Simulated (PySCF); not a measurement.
# C4HF5: the cost of one run

Programs: PySCF 2.14.0, with density-fitted response routines of our own. Each step states its level of theory. These are calculated values for one molecule in the gas phase, unless marked as measured. Atoms are numbered from 0 throughout.

## (1) Starting geometry

10 atoms, charge 0, multiplicity 1; geometry from: PBE0-D3(BJ)/def2-SVP.

Bonds of the start (Å): F0–C1 1.30, C1–C2 1.34, C2–F3 1.30, C2–C4 1.50, C4–F5 1.34, C4–F6 1.35, C4–C7 1.56, C7–F8 1.36, C7–C1 1.50, C7–H9 1.10.

## (2) TDDFT and polarisability: LDA/def2-SVPD

What the job is given:

```
{"job": {"kind": "uv", "xc": "LDA", "basis": "def2-SVPD", "ip": true}, "charge": 0, "multiplicity": 1}
F      1.601189     1.836693    -0.089411
C      0.820918     0.792546    -0.057728
C      1.018033    -0.533573    -0.078438
F      2.060168    -1.318792    -0.093971
C     -0.445011    -0.833461     0.035823
F     -1.030084    -1.433793    -1.005690
F     -0.816410    -1.492098     1.148357
C     -0.668458     0.707662     0.074117
F     -1.385109     1.190775    -0.971736
H     -1.105977     1.069017     1.019470
```

Level: TDDFT LDA/def2-SVPD, vertical, gas phase, core orbitals frozen in the response.

On the command line:

```sh
$ OMP_NUM_THREADS=1 python probes_run.py task.json out
```

The driver reads the jobs from task.json and runs them one after another.

**Question.** How long does this first job take on 1 thread of Arm Neoverse V1, shared host, and how much memory does it need?

About 1.8 min, with a peak of 0.62 GiB.
